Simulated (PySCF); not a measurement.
# CH7BClP: the cost of one run

Programs: PySCF 2.14.0, with density-fitted response routines of our own. Each step states its level of theory. These are calculated values for one molecule in the gas phase, unless marked as measured. Atoms are numbered from 0 throughout.

**1. The starting structure**

11 atoms, charge 0, multiplicity 1; geometry from: GFN2-xTB. The atoms were then displaced at random by about 0.01 Å, so the start is not that level's minimum.

Bonds of the start (Å): P0–B1 1.94, B1–C2 1.65, C2–Cl3 1.81, P0–H4 1.37, P0–H5 1.36, P0–H6 1.40, B1–H7 1.19, B1–H8 1.17, C2–H9 1.11, C2–H10 1.07.

**2. Geometry optimisation at PBE0-D3(BJ)/def2-SVP**

The job: settings as JSON, then the geometry in Å.

```
{"job": {"xc": "PBE0", "basis": "def2-SVP", "d3": "d3bj", "grid": 1, "shake": 0.01, "kind": "geom"}, "charge": 0, "multiplicity": 1}
P      1.306430     0.313590    -0.267350
B     -0.204220    -0.905710    -0.155700
C     -1.447770     0.003800     0.434740
Cl    -1.039750     1.731950     0.098420
H      1.670580     1.103780     0.793740
H      2.513240    -0.261540    -0.500700
H      1.390860     1.286260    -1.265840
H      0.167120    -1.772750     0.565990
H     -0.368770    -1.265060    -1.255360
H     -1.544020    -0.058230     1.535230
H     -2.405610    -0.201930     0.001170
```

Run with:

```console
> OMP_NUM_THREADS=1 python probes_run.py task.json out
```

This one command runs all jobs of the session in turn.

**Question.** How long does this first job take on 1 thread of Arm Neoverse V2, shared host, and how much memory does it need?

About 26 s, with a peak of 0.41 GiB.
